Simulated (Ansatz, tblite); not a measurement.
# Ga(PH3)H3 (GaPH₆): removing an electron

One table from this session's results is given with a row withheld; the runs are named, their logs left out.

The runs use Ansatz 0.2.0, Gaussian basis; as each input shows.

Plan: charge +1 doublet, at the geometry of the singlet (PBE0-D4/def2-TZVP, PBE-D4/def2-TZVP, r2SCAN-D4/def2-TZVP, CCSD(T)/def2-TZVPP); the starting singlet's energies come from earlier runs.

**The structure**

The singlet was relaxed beforehand with PBE0-D4/def2-TZVP.

8 atoms, charge 0, spin multiplicity 1.

Atoms are counted from 1 here; the program's logs count them from 0.

Bond lengths: Ga1–P2 2.523 Å, Ga1–H6 1.577 Å, Ga1–H7 1.576 Å, Ga1–H8 1.577 Å, P2–H3 1.410 Å, P2–H4 1.410 Å, P2–H5 1.410 Å. Angles: P2–Ga1–H6 96.6°, P2–Ga1–H7 97.2°, P2–Ga1–H8 96.4°, H6–Ga1–H7 118.7°, H6–Ga1–H8 118.6°, H7–Ga1–H8 118.7°, Ga1–P2–H3 119.4°, Ga1–P2–H4 118.8°, Ga1–P2–H5 119.4°, H3–P2–H4 98.2°, H3–P2–H5 98.2°, H4–P2–H5 98.2°.

Coordinates:

```
Ga   -0.0051    0.0110   -1.4501
P     0.0020   -0.0035    1.0727
H     0.6935    1.0087    1.7697
H     0.5463   -1.1179    1.7435
H    -1.2223    0.0722    1.7684
H     1.5605   -0.0168   -1.6345
H    -0.7652    1.3791   -1.6372
H    -0.8096   -1.3328   -1.6325
```

The first run:

in.yaml

```yaml
crystal:
  periodic: [false, false, false]
  atoms:
    - {symbol: Ga, position_ang: [-0.005123, 0.010980, -1.450052]}
    - {symbol: P, position_ang: [0.001957, -0.003456, 1.072656]}
    - {symbol: H, position_ang: [0.693455, 1.008728, 1.769680]}
    - {symbol: H, position_ang: [0.546273, -1.117894, 1.743474]}
    - {symbol: H, position_ang: [-1.222254, 0.072172, 1.768408]}
    - {symbol: H, position_ang: [1.560545, -0.016768, -1.634468]}
    - {symbol: H, position_ang: [-0.765231, 1.379072, -1.637245]}
    - {symbol: H, position_ang: [-0.809632, -1.332834, -1.632453]}
basis:
  gaussian: {orbitals: def2-TZVP}
total_charge: 1
magnetization: {spin_polarized: true, initial_magnetization: 1}
hamiltonian: {xc: pbe0, dispersion: d4}
output: {orbitals: {seedname: orbitals}}
```

Launch:

```sh
ansatz run in.yaml --threads 4 --pin off --events-out ev --progress --plain --max-ram 3916MiB
```

Among the steps run: Charge +1 doublet at the fixed geometry, PBE0-D4/def2-TZVP; Charge +1 doublet at the fixed geometry, PBE-D4/def2-TZVP; Charge +1 doublet at the fixed geometry, r2SCAN-D4/def2-TZVP; Charge +1 doublet at the fixed geometry, CCSD(T)/def2-TZVPP.

One of the session's tables, all rows but one given; the rest of the session is left out.

It belongs to the step «Vertical ionisation energy». 

```
             method  vertical ionisation energy (eV)
      HF/def2-TZVPP                             9.56
   PBE-D4/def2-TZVP                             9.88
r2SCAN-D4/def2-TZVP                            10.00
  PBE0-D4/def2-TZVP                                ?
     MP2/def2-TZVPP                            10.35
    CCSD/def2-TZVPP                            10.36
 CCSD(T)/def2-TZVPP                            10.35
```

Estimate the missing values for PBE0-D4/def2-TZVP.

As computed: vertical ionisation energy (eV): 10.11. In the column «vertical ionisation energy (eV)» it lies between r2SCAN-D4/def2-TZVP (10.00) and MP2/def2-TZVPP (10.35).
